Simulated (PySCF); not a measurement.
# C2H7OPSi: the cost of one run

Computed with PySCF 2.14.0, with density-fitted response routines of our own, on a single molecule in the gas phase. Atoms count from 0, in the outputs and in this text.

## 1. The starting structure

12 atoms, charge 0, multiplicity 1; geometry from: GFN2-xTB. The atoms were then displaced at random by about 0.01 Å, so the start is not that level's minimum.

Bonds of the start (Å): C0–C1 1.32, C1–Si2 1.87, Si2–O3 1.63, Si2–P4 2.27, C0–H5 1.05, C0–H6 1.10, C1–H7 1.09, Si2–H8 1.49, O3–H9 0.95, P4–H10 1.39, P4–H11 1.39.

## 2. Geometry optimisation at PBE0-D3(BJ)/def2-SVP

The job: settings as JSON, then the geometry in Å.

```
{"job": {"xc": "PBE0", "basis": "def2-SVP", "d3": "d3bj", "grid": 1, "shake": 0.01, "kind": "geom"}, "charge": 0, "multiplicity": 1}
C     -2.170110    -0.287860    -0.259760
C     -1.110110     0.482490    -0.370690
Si     0.540370     0.057270     0.404740
O      0.651790    -1.454190     0.999480
P      2.086270     0.270050    -1.240690
H     -2.189080    -1.174840     0.300430
H     -3.120070    -0.003050    -0.728070
H     -1.146740     1.406650    -0.952080
H      0.811810     0.828490     1.652320
H      0.604540    -2.224310     0.443820
H      3.155300     0.429530    -0.366250
H      1.925700     1.641490    -1.362730
```

Launch:

```bash
$ OMP_NUM_THREADS=1 python probes_run.py task.json out
```

One launch serves the whole session: the jobs run in the order shown.

Q: Estimate the wall time and peak memory of this first job on 1 thread of Arm Neoverse N1, shared host.

About 77 s, with a peak of 0.47 GiB.
